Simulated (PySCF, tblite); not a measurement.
# C₆H₁₀ClFO: geometry, infrared bands and NMR shifts

Aim: predict the infrared bands and NMR shifts of C₆H₁₀ClFO (`C[C@H](F)C(C)(C)C(=O)Cl`).

Programs: tblite 0.8.0 and PySCF 2.14.0, with density-fitted response routines of our own. Each step states its level of theory. These are calculated values for one molecule in the gas phase, unless marked as measured. Atoms are numbered from 0 throughout.

### 1 The starting structure

19 atoms, charge 0, multiplicity 1; geometry from: force field or distance geometry start.

Bonds of the start (Å): C0–C1 1.52, C1–F2 1.38, C1–C3 1.54, C3–C4 1.53, C3–C5 1.55, C3–C6 1.53, C6–O7 1.24, C6–Cl8 1.74, C0–H9 1.09, C0–H10 1.09, C0–H11 1.09, C1–H12 1.11, C4–H13 1.11, C4–H14 1.08, C4–H15 1.10, C5–H16 1.10, C5–H17 1.09, C5–H18 1.10.

### 2 Geometry optimisation with GFN2-xTB

The job: settings as JSON, then the geometry in Å.

```
{"job": {"kind": "relax", "xc": "GFN2-xTB", "basis": "xTB"}, "charge": 0, "multiplicity": 1}
C      2.027100     0.329300    -0.640900
C      1.055400     0.035800     0.496500
F      1.398100    -1.216800     0.977200
C     -0.444900     0.034300     0.129900
C     -0.709600    -0.959100    -1.006100
C     -1.252300    -0.416000     1.373600
C     -0.868600     1.468500    -0.204000
O     -0.183200     2.438300     0.138300
Cl    -2.405200     1.598900    -1.011100
H      3.042200     0.349000    -0.257800
H      1.983600    -0.455100    -1.403000
H      1.809600     1.291800    -1.112700
H      1.251400     0.732400     1.337200
H     -0.330500    -0.570000    -1.970100
H     -0.231000    -1.915700    -0.825400
H     -1.781000    -1.154900    -1.131200
H     -1.083400     0.271600     2.220900
H     -2.325800    -0.433900     1.175700
H     -0.961800    -1.419200     1.705500
```

Run with:

```bash
> OMP_NUM_THREADS=1 python probes_run.py task.json out
```

One launch serves the whole session: the jobs run in the order shown.

**Question.** This job is followed by: GFN2-xTB harmonic vibrations, gas phase; GIAO PBE0/pcSseg-1 NMR shielding, non-relativistic, gas phase. Predict these results of the whole session: strongest single infrared mode (GFN2-xTB); zero-point energy (GFN2-xTB); 13C shifts against TMS (PBE0/pcSseg-1); 1H shifts against TMS (PBE0/pcSseg-1, means over atoms taken as alike); 19F shifts against CFCl3 (PBE0/pcSseg-1); 17O shifts against H2O (PBE0/pcSseg-1); 35Cl shifts against HCl (PBE0/pcSseg-1).

The runs gave:

```
                                                              quantity                                    value
                             strongest single infrared mode (GFN2-xTB)                    1815 cm⁻¹, 374 km/mol
                                          zero-point energy (GFN2-xTB)                            94.1 kcal/mol
                                13C shifts against TMS (PBE0/pcSseg-1)  191.5, 95.3, 57.1, 27.8, 20.0, 18.0 ppm
1H shifts against TMS (PBE0/pcSseg-1, means over atoms taken as alike)               4.95, 1.52, 1.38, 1.33 ppm
                              19F shifts against CFCl3 (PBE0/pcSseg-1)                               -222.1 ppm
                                17O shifts against H2O (PBE0/pcSseg-1)                                588.1 ppm
                               35Cl shifts against HCl (PBE0/pcSseg-1)                                  427 ppm
```

In words: Relaxing lowered the energy by 0.194 eV in 51 steps; the close pair that moved most is C6–O7, from 1.236 to 1.186 Å. All 51 modes are real, so the xTB geometry is a minimum. The strongest single mode, at 1815 cm⁻¹, moves mainly C6 and O7. GFN2-xTB is a fitted tight-binding method: band positions and strengths are rough. Its intensities can rank the bands wrongly. The most deshielded hydrogen is H12 (hydrogen on an sp3 CH bonded to F), at 4.95 ppm: its carbon carries F, an electronegative neighbour. At PBE0/pcSseg-1: Shielding is most anisotropic at O7 (span 894 ppm, paramagnetic term -651 ppm).
